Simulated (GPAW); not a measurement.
A run of GPAW 26.7.0 is set up as follows.

run.py

```python
from ase import Atoms
from ase.dft.bandgap import bandgap
from ase.io import write
from ase.units import GPa
from gpaw import GPAW, PW

atoms = Atoms(['Sb', 'Sb', 'Sb', 'In'],
              cell=[[4.806367, 0.0, 0.0],
                    [0.0, 4.806367, 0.0],
                    [0.0, 0.0, 4.806367]],
              scaled_positions=[[0.5, 0.5, 0.0],
                                [0.0, 0.5, 0.5],
                                [0.5, 0.0, 0.5],
                                [0.0, 0.0, 0.0]],
              pbc=True)

calc = GPAW(mode=PW(450),
            xc='LDA',
            kpts={'size': (5, 5, 5), 'gamma': True},
            occupations={'name': 'fermi-dirac', 'width': 0.05},
            nbands=45,
            maxiter=120,
            txt='gpaw.txt')
atoms.calc = calc
energy = atoms.get_potential_energy()
forces = atoms.get_forces()
stress = atoms.get_stress()
calc.write('gs.gpw')
write('result.traj', atoms)
print(f'Energy: {energy:.6f} eV')
print('Forces (eV/A):')
print(forces.round(4))
print('Stress (GPa):', (stress / GPa).round(3))
print('Fermi level:', round(calc.get_fermi_level(), 4), 'eV')
print(f'Gap: {bandgap(calc)[0]:.4f} eV, direct: {bandgap(calc, direct=True)[0]:.4f} eV')
```

Potentials or basis: the program's PAW data sets (release 1.2.1) made for this functional, pw.

Run with:

```console
$ OMP_NUM_THREADS=1 python run.py
```

**Question.** What does it give for the pressure?

**Answer.** -5.8 GPa.

**Question.** Predict the band gap on the k mesh.

**Answer.** None (metal or under the smearing width).

Caveat: the cutoff is short for stress and forces, so pressures can be off by a GPa or more. Spin-orbit coupling is left out, which matters for the levels of Sb.
